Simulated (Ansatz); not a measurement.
Crystal: NaLaMnMoO6.

```
CELL_PARAMETERS angstrom
-2.72294 2.72294 3.89889
2.72294 -2.72294 3.89889
2.72294 2.72294 -3.89889
ATOMIC_POSITIONS crystal
Na 0.25000 0.75000 0.50000
La 0.75000 0.25000 0.50000
Mn 0.50000 0.50000 0.00000
Mo 0.00000 0.00000 0.00000
O 0.20766 0.29607 0.50371
O 0.29605 0.79234 0.08841
O 0.79236 0.70395 0.49629
O 0.70393 0.20764 0.91159
O 0.25194 0.25194 0.00000
O 0.74806 0.74806 0.00000
```

The cell was built by a generator and needn't be a form met in nature.

Base run:

- Program: Ansatz 0.2.0
- Functional: PBE
- Potentials or basis: Ansatz PAW
- Cutoff: 420 eV (not typed: the program's choice for these potentials)
- k mesh: 7 × 7 × 7
- Occupations: fermi-dirac, width 0.05 eV
- Spin: collinear spin, ferromagnetic start
- Starting moments: [0.0, 0.0, 4.0, 1.0, 0.0, 0.0, 0.0, 0.0, 0.0, 0.0] μB

Its results: band gap on the k mesh none (metal or under the smearing width); pressure 0.3 GPa; net moment 1.96 μB per cell; site moments Na +0.00; La -0.01; Mn +2.24; Mo -0.37; O +0.01 μB; largest force 0.083 eV/Å.

Task: The run is repeated on the same cell with these changes: potentials or basis from Ansatz PAW to PseudoDojo standard (PBE files); cutoff from 420 eV (not typed: the program's choice for these potentials) to 1497 eV. What comes out?

Result: Band gap on the k mesh none (metal or under the smearing width); pressure 0.6 GPa; net moment 2.21 μB per cell; site moments Na +0.00; La -0.01; Mn +2.44; Mo -0.36; O +0.01 μB; largest force 0.186 eV/Å.

Caveats: a cell with one magnetic atom can't hold antiferromagnetic order, which such compounds often take; semilocal functionals often make such compounds metallic where correlation or magnetic order opens a gap, which also shifts bond lengths; the starting moments weren't kept.
